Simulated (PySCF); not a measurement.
# SeS₂⁻: doublet, from a end-on start

The task is one start of a wider search on SeS₂⁻: the doublet, from a end-on start. It is relaxed, tested by its Hessian and followed downhill if it is a saddle.

The runs use PySCF 2.14.0; PBE0, basis Se def2-SVPD, S def2-SVPD, no relativity, density fitting.

## Step 1: Where the work starts

3 atoms, charge -1, spin multiplicity 2.

Bond lengths: Se1–S2 2.256 Å, S2–S3 2.047 Å. Angles: Se1–S2–S3 119.9°.

```xyz
3
charge -1 multiplicity 2
Se    0.0000    0.0000    0.0000
S     0.0000    0.0000    2.2557
S     1.7748    0.0000    3.2757
```

## Step 2: First SCF at the start

The steps below are one call of a driver around PySCF. For each, scf.py gives the equivalent set-up of the SCF; relaxations use the driver's own optimiser. After this first run the driver tries any further starts and a stability analysis.

Contents of scf.py:

```python
from pyscf import gto, scf, dft
mol = gto.M(atom='''
Se     0.000000     0.000000     0.000000
S      0.000000     0.000000     2.255700
S      1.774800     0.000000     3.275700''',
    basis={'Se': 'def2-SVPD', 'S': 'def2-SVPD'},
    charge=-1, spin=1)
mf = dft.UKS(mol, xc='PBE0')
mf.grids.atom_grid = (50, 194)
aux = {'Se': 'def2-universal-JKFIT', 'S': 'def2-universal-JKFIT'}
mf = mf.density_fit(auxbasis=aux)
mf.conv_tol = 1e-08
mf.diis_space = 10
mf.max_cycle = 60
mf.init_guess = 'minao'
mf.verbose = 4
mf.kernel()
```

The run is started by

```
$ OMP_NUM_THREADS=2 python axn.py task.json out
```

Output:

```text
init E= -3196.02781182882
[... the frontier-level lines of each cycle are left out ...]
cycle= 1 E= -3196.89682489264  delta_E= -0.869  |g|= 0.187  |ddm|=  1.7
cycle= 2 E= -3196.87992122914  delta_E= 0.0169  |g|= 0.263  |ddm|= 0.694
cycle= 3 E= -3196.92323644105  delta_E= -0.0433  |g|= 0.0605  |ddm|= 0.373
cycle= 4 E= -3196.92550384714  delta_E= -0.00227  |g|= 0.0209  |ddm|= 0.103
cycle= 5 E= -3196.92566707469  delta_E= -0.000163  |g|= 0.0126  |ddm|= 0.0431
cycle= 6 E= -3196.92575916298  delta_E= -9.21e-05  |g|= 0.00628  |ddm|= 0.0273
cycle= 7 E= -3196.92579273444  delta_E= -3.36e-05  |g|= 0.000616  |ddm|= 0.0101
cycle= 8 E= -3196.92579363819  delta_E= -9.04e-07  |g|= 0.000443  |ddm|= 0.00269
cycle= 9 E= -3196.92579391084  delta_E= -2.73e-07  |g|= 0.000285  |ddm|= 0.00125
cycle= 10 E= -3196.92579406023  delta_E= -1.49e-07  |g|= 7.97e-05  |ddm|= 0.00119
cycle= 11 E= -3196.92579407696  delta_E= -1.67e-08  |g|= 2.68e-05  |ddm|= 0.000481
cycle= 12 E= -3196.92579407871  delta_E= -1.75e-09  |g|= 6.21e-06  |ddm|= 0.000169
Extra cycle  E= -3196.92579407871  delta_E= -2.27e-12  |g|= 9.42e-06  |ddm|= 2.85e-05
converged SCF energy = -3196.92579407871  <S^2> = 0.75450839  2S+1 = 2.0045033
```

This step, with its further starts and checks, ran for 12 s (2 threads of AMD EPYC 7B13 (Zen 3), shared host).

Energies from each starting density:

```
                      start   energy (Eh)
    the minimal-basis guess  -3196.925794
a thermally smeared density  -3196.925794
      a smeared PBE density  -3196.925794
```

No lower solution of this spin turned up from the other starts or in the test of internal stability.

## Step 3: Relaxation: end-on start, doublet

The program finds Cs symmetry in the start, which this walk keeps. Threshold on the gradient: 0.0003 Eh/bohr, with a further test on the energy change.

Edit scf.py of step 2 so:

```diff
@@ -3,3 +3,3 @@
-Se     0.000000     0.000000     0.000000
-S      0.000000     0.000000     2.255700
-S      1.774800     0.000000     3.275700''',
+Se    -0.394437     0.000000    -1.229317
+S     -0.394437     0.000000     1.026383
+S      1.380363     0.000000     2.046383''',
@@ -15 +14,0 @@
-mf.init_guess = 'minao'
```

The optimiser's trace:

```
step   energy (Eh)  change (kJ/mol)  largest symmetric gradient (Eh/bohr)
   0  -3196.925794             0.00                               0.02169
   1  -3196.928759            -7.78                               0.00834
   2  -3196.929160            -8.84                               0.00111
   3  -3196.929168            -8.86                               0.00020
   4  -3196.929168            -8.86                               0.00002
```

The walk took 9.6 s.

Positions (Å) and forces (eV/Å) along the way:

```
step 0
Se  -0.394   0.000  -1.229   0.209   0.000   1.115
S   -0.394   0.000   1.026   0.441   0.000  -0.476
S    1.380   0.000   2.046  -0.650   0.000  -0.639
step 1
Se  -0.358   0.000  -1.171   0.090   0.000   0.429
S   -0.409   0.000   1.027   0.011   0.000  -0.249
S    1.359   0.000   1.987  -0.101   0.000  -0.180
step 2
Se  -0.332   0.000  -1.135  -0.011   0.000  -0.057
S   -0.428   0.000   1.028  -0.031   0.000   0.020
S    1.351   0.000   1.951   0.042   0.000   0.037
step 3
Se  -0.335   0.000  -1.139  -0.002   0.000   0.009
S   -0.427   0.000   1.028   0.001   0.000  -0.010
S    1.353   0.000   1.955   0.001   0.000   0.001
step 4
Se  -0.335   0.000  -1.139   0.000   0.000   0.000
S   -0.426   0.000   1.027  -0.001   0.000   0.000
S    1.353   0.000   1.955   0.001   0.000   0.000
```

It settles in Cs symmetry, 8.9 kJ/mol below the start, after 4 steps: Se–S 2.168 Å, S–S 2.007 Å; S–S–Se 115.1°.

## Step 4: Vibrations and properties at this point

The point is checked on the finer grid, and tightened if its gradient asks for it. The Hessian and the dipole derivatives come from central differences of analytic gradients, with steps of 0.02 bohr.

Edit scf.py of step 3 so:

```diff
@@ -3,3 +3,3 @@
-Se    -0.394437     0.000000    -1.229317
-S     -0.394437     0.000000     1.026383
-S      1.380363     0.000000     2.046383''',
+Se    -0.354844     0.000000    -1.169099
+S     -0.446156     0.000000     0.997360
+S      1.333115     0.000000     1.924889''',
@@ -9 +9 @@
-mf.grids.atom_grid = (50, 194)
+mf.grids.atom_grid = (75, 302)
@@ -12 +12 @@
-mf.conv_tol = 1e-08
+mf.conv_tol = 1e-10
```

The driver hands on the density of the step before, so the log starts near convergence.

SCF at the final geometry:

```text
init E= -3196.92919211477
[... the frontier-level lines of each cycle are left out ...]
cycle= 1 E= -3196.92919211479  delta_E= -2.09e-11  |g|= 2.5e-07  |ddm|= 6.17e-07
Extra cycle  E= -3196.92919211479  delta_E= 5.91e-12  |g|= 4.94e-07  |ddm|= 1.06e-06
converged SCF energy = -3196.92919211479  <S^2> = 0.7543853  2S+1 = 2.0043805
```

The whole step took 44 s.

Geometry: Cs; Se–S 2.168 Å, S–S 2.007 Å; S–S–Se 115.1°.

Harmonic modes (main isotopes):

```
symmetry  ω (cm⁻¹)  IR (km/mol)  μ (u)
      a'       181          0.4  38.15
      a'       416         28.7  37.86
      a'       562          128  32.00
```

All wavenumbers are real: a minimum.

Constants and moments:

```
Dipole moment about the centre of mass                          : 2.49 D
Highest occupied level                                          : -1.06 eV
Lowest empty level                                              : 1.31 eV
Rotational constants                                            : 0.581, 0.0555, 0.05066 cm⁻¹
Zero-point energy                                               : 6.9 kJ/mol
Principal polarisabilities                                      : 69.5, 80.1, 173.3 bohr³
Principal traceless quadrupole moments about the centre of mass : -14.40, 6.61, 7.79 D Å
Entropy at 298.15 K and 1 bar (electronic part: spin only)      : 302.7 J/(mol K)
Heat capacity Cp at 298.15 K                                    : 51.7 J/(mol K)
Enthalpy at 298.15 K above 0 K                                  : 12.72 kJ/mol
Rotational symmetry number                                      : 1
Spin squared ⟨S²⟩                                               : 0.754
```

Populations by atom (charges in e):

```
atom  Mulliken  Löwdin  polar tensor  spin (Mulliken)  Mayer order to Se1
 Se1     -0.33   -0.22         -0.69             0.33                   –
  S2     -0.21   -0.49          0.39             0.35                1.36
  S3     -0.46   -0.28         -0.70             0.33                0.24
```

Mulliken populations on Se1: s 7.96, p 16.32, d 10.04.

## Step 5: What came out

| quantity | value |
| --- | --- |
| minimum | doublet, Cs |
| geometry | Se–S 2.168 Å, S–S 2.007 Å; S–S–Se 115.1° |
| wavenumbers (cm⁻¹) | 181 (a'), 416 (a'), 562 (a') |
| dipole moment (centre of mass) | 2.49 D |
| highest occupied, lowest empty level (either spin) | -1.06, 1.31 eV |
| polar-tensor charge of Se1 | -0.69 e |
| zero-point energy | 6.9 kJ/mol |
| entropy at 298.15 K | 302.7 J/(mol K) |
| ⟨S²⟩ | 0.754 |

What this shows: The molecule stays Cs, as typed, and the end point is a minimum. The strongest infrared band lies at 562 cm⁻¹ (a'). Other starts or spin states, not run here, may lie lower.

The search up to here took 66 s.
